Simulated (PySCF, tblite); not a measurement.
# C6H17AsSi2: geometry, infrared bands and NMR shifts, part 2 of 2

tblite 0.8.0 and PySCF 2.14.0. Atoms count from 0. The steps go on from the part before.

## Step 6: Shielding tensors: KT2/pcSseg-1

Job settings and geometry (Å):

```
{"job": {"kind": "nmr", "xc": "KT2", "basis": "pcSseg-1", "pop": false}, "charge": 0, "multiplicity": 1}
C     -3.412930     1.152865     0.914854
C     -3.005428     0.321083    -0.291310
C     -1.695933    -0.413810    -0.090354
C     -1.075529    -1.178787    -1.276234
C      0.321050    -0.661475    -0.843152
Si     1.347722    -1.900840     0.138083
As     2.955670    -0.695091     1.405261
Si     3.941638     0.261160    -0.519932
C     -0.393012     0.406840     0.023864
H     -4.358704     1.687592     0.740003
H     -3.546875     0.521416     1.807859
H     -2.646370     1.906236     1.157712
H     -2.915209     0.970077    -1.181161
H     -3.796915    -0.411371    -0.529167
H     -1.783341    -1.086699     0.780589
H     -1.241335    -2.267287    -1.323479
H     -1.383747    -0.745117    -2.241439
H      0.950205    -0.264916    -1.657489
H      1.990783    -2.898324    -0.774056
H      0.475195    -2.643264     1.103521
H      3.946087    -1.855570     1.426096
H      4.011841    -0.674598    -1.686184
H      3.120420     1.446314    -0.914364
H      5.323190     0.722319    -0.186361
H     -0.000513     0.609689     1.033887
H     -0.473777     1.369163    -0.508053
```

Method: GIAO KT2/pcSseg-1 NMR shielding, non-relativistic, gas phase.

The program printed:

```text
coarse grid: 93264 points
cycle   1  E = -3071.5673302111  dE = -4.055e-01  |g| = 6.966e-01  |ddm| = 4.571e+00
cycle   2  E = -3071.4173608977  dE =  1.500e-01  |g| = 9.510e-01  |ddm| = 1.661e+00
cycle   3  E = -3071.6598248921  dE = -2.425e-01  |g| = 1.893e-01  |ddm| = 1.262e+00
cycle   4  E = -3071.6679411897  dE = -8.116e-03  |g| = 6.995e-02  |ddm| = 2.957e-01
cycle   5  E = -3071.6691996067  dE = -1.258e-03  |g| = 1.822e-02  |ddm| = 8.843e-02
cycle   6  E = -3071.6692696506  dE = -7.004e-05  |g| = 4.445e-03  |ddm| = 2.183e-02
cycle   7  E = -3071.6692745040  dE = -4.853e-06  |g| = 1.317e-03  |ddm| = 6.786e-03
final grid: 195504 points
cycle   8  E = -3071.6692137610  dE =  7.085e-07  |g| = 2.224e-03  |ddm| = 6.447e-03
cycle   9  E = -3071.6692104635  dE =  3.298e-06  |g| = 4.057e-03  |ddm| = 8.258e-03
cycle  10  E = -3071.6692152025  dE = -4.739e-06  |g| = 2.671e-04  |ddm| = 5.399e-03
cycle  11  E = -3071.6692152125  dE = -9.990e-09  |g| = 5.631e-05  |ddm| = 2.570e-04
cycle  12  E = -3071.6692152133  dE = -8.749e-10  |g| = 7.078e-06  |ddm| = 7.467e-05
converged SCF energy = -3071.6692152133

GIAO shielding tensors (ppm)
atom      isotropic    diamagn.    paramagn.     s11        s22        s33       span
  0 C      170.260     246.252     -75.992    156.739    168.859    185.181     28.443
  1 C      147.960     247.367     -99.407    131.969    144.229    167.682     35.713
  2 C      143.095     255.422    -112.327    123.244    148.174    157.867     34.623
  3 C      146.913     253.456    -106.543    132.049    139.344    169.345     37.296
  4 C      166.785     254.186     -87.401    152.710    166.521    181.124     28.415
  5 Si     391.590     884.453    -492.863    354.374    382.752    437.645     83.271
  6 As    2030.306    2884.016    -853.710   1880.820   1970.970   2239.128    358.308
  7 Si     436.756     881.987    -445.232    399.235    433.984    477.049     77.814
  8 C      149.969     250.079    -100.110    136.566    141.191    172.149     35.584
  9 H       30.135      25.074       5.061     25.547     27.106     37.753     12.206
 10 H       30.572      28.756       1.817     26.368     28.797     36.551     10.183
 11 H       30.290      30.758      -0.468     25.712     30.536     34.622      8.911
 12 H       30.091      31.437      -1.346     25.857     30.498     33.918      8.061
 13 H       29.597      28.566       1.031     25.002     28.524     35.264     10.262
 14 H       28.827      35.164      -6.336     24.717     30.219     31.546      6.829
 15 H       29.176      32.022      -2.845     24.953     27.753     34.823      9.870
 16 H       29.076      32.882      -3.806     25.927     28.087     33.214      7.287
 17 H       29.415      34.377      -4.962     23.909     29.779     34.559     10.650
 18 H       26.519      30.135      -3.617     22.233     25.168     32.155      9.922
 19 H       26.454      30.325      -3.871     22.587     25.476     31.299      8.712
 20 H       29.982      29.214       0.768     22.565     23.989     43.391     20.826
 21 H       27.037      28.720      -1.683     23.296     25.159     32.654      9.358
 22 H       27.305      30.014      -2.709     23.169     26.392     32.354      9.185
 23 H       26.948      27.816      -0.869     22.800     24.170     33.873     11.073
 24 H       29.072      34.297      -5.226     23.442     30.557     33.216      9.774
 25 H       29.337      34.166      -4.829     25.873     29.513     32.624      6.751
```

It took 2.6 min on 1 thread, shared host.

In short: δ C2 40.1, C1 35.3, C3 34.8, C4 16.4, H18 4.69, H21 4.08 ppm (means over like atoms).

## Step 7: Side by side: NMR shifts

Shifts (ppm) of some atoms, chosen among heavy atoms and hydrogens apart, means over like atoms, with basis size and wall time:

```
          run    C2    C3    C4   H14   H17    Si7   As6  functions     time
PBE0/pcSseg-1  36.2  31.6  12.2  2.12  1.48  -72.4  -144        276  2.5 min
 KT2/pcSseg-1  40.1  34.8  16.4  2.35  1.76  -75.7  -110        276  2.6 min
```

## Step 8: What came out

What follows sums up all 2 parts.

```
                                                               quantity                                                     value
                              strongest single infrared mode (GFN2-xTB)                                      788 cm⁻¹, 683 km/mol
                                           zero-point energy (GFN2-xTB)                                            127.6 kcal/mol
                                                            point group                                                        C1
                                   rotational constants (main isotopes)                                      1.52, 0.34, 0.34 GHz
¹³C shifts against TMS (PBE0/pcSseg-1, means over atoms taken as alike)                          36.2, 33.1, 31.6, 12.8, 12.2 ppm
 ¹H shifts against TMS (PBE0/pcSseg-1, means over atoms taken as alike)  4.59, 4.05, 2.12, 1.85, 1.81, 1.48, 1.24, 1.12, 0.84 ppm
                                ²⁹Si shifts against TMS (PBE0/pcSseg-1)                                          -27.8, -72.4 ppm
                               ⁷⁵As shifts against AsH3 (PBE0/pcSseg-1)                                                  -144 ppm
                                              range of the shift of As6                                          -144 to -110 ppm
```

**Reading.** The optimisation took 128 steps and gained 0.310 eV; among the close pairs (by a distance rule), As6–H20 changed most, from 1.558 to 1.502 Å (GFN2-xTB). No mode is imaginary among the 72: a minimum at this level. The strongest single mode, at 788 cm⁻¹, has its largest shares on H22, H23 and H21 (the list is cut at 3 atoms). Unscaled tight-binding wavenumbers are off by several per cent, some by more. Its intensities can rank the bands wrongly. Over 11 steps the energy fell by 0.173 eV; of the close pairs, Si5–As6 changed most, 2.324 to 2.376 Å (PBE0/def2-SVP). At PBE0/pcSseg-1: The widest tensor belongs to As6: span 387 ppm, with a paramagnetic part of -825 ppm. In ppm, As6 moves most: its shift spreads over 34 ppm, from -144 (PBE0/pcSseg-1) to -110 (KT2/pcSseg-1). Spin-orbit coupling is left out, which matters for shieldings and couplings at and beside the heavy atoms.
